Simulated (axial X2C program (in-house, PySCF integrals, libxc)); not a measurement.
# ClTaCl⁻: bond lengths and stretches, held linear

One table from this session's results is given with a row withheld; the runs are named, their logs left out.

Computed with an in-house X2C program for linear molecules on PySCF integrals. Level: all-electron X2C, two-component (2c) or spin-free, Cl dyall-av3z, Ta dyall-v3z.

All values are calculated.

2 further runs of the same task are left out: 2 set aside as unsound or not needed.

The first run:

task.json

```json
{
 "zs": [
  17,
  73,
  17
 ],
 "q": -1,
 "bas": [
  "dyall-av3z",
  "dyall-v3z",
  "dyall-av3z"
 ],
 "r0": [
  2.45,
  2.45
 ],
 "symm": 1,
 "scan": [
  "PBE0",
  "HF",
  "LDA"
 ],
 "levels": [
  "PBE0",
  "HF",
  "PBE"
 ],
 "nst": 2
}
```

Keys: zs atomic numbers; q charge; bas basis sets; r0 starting distance in Å; symm equal bonds; scan levels of the two-bond scan (MP2 follows by itself at each HF point); levels methods; nst determinants followed.

Command:

```sh
python solin.py task.json out
```

Masses Cl 34.969, Ta 180.948, Cl 34.969 u.

Steps of the session up to this table: Scan at PBE0, 2c; Scan at HF, 2c; Scan at LDA, 2c.

One table of the session follows, with a row left open; its other results are not shown here.

| level | r(Cl–Ta) (Å) | r(Ta–Cl) (Å) | lower stretch (cm⁻¹) | upper stretch (cm⁻¹) |
| --- | --- | --- | --- | --- |
| PBE0, 2c | 2.324 | 2.324 | 327.0 | 340.1 |
| HF, 2c | 2.385 | 2.385 | 313.7 | 316.8 |
| LDA, 2c | 2.279 | 2.279 | 339.7 | 356.6 |
| PBE0, spin-free | ? | ? | ? | ? |
| HF, spin-free | 2.384 | 2.384 | 316.9 | 324.2 |
| LDA, spin-free | 2.277 | 2.277 | 343.4 | 357.6 |
| MP2, spin-free | 2.317 | 2.317 | 340.1 | 348.3 |

Estimate the missing values for PBE0, spin-free.

The run gave: r(Cl–Ta) (Å): 2.321; r(Ta–Cl) (Å): 2.321; lower stretch (cm⁻¹): 332.1; upper stretch (cm⁻¹): 341.5. In the column «r(Cl–Ta) (Å)» it lies between MP2, spin-free (2.317) and PBE0, 2c (2.324).

Scans not shown above were run alike.

To keep in mind: For an anion the highest level of a functional can be positive, and the basis then holds the extra electron. The molecule was held linear; bending was not examined, so a bent shape may lie lower.
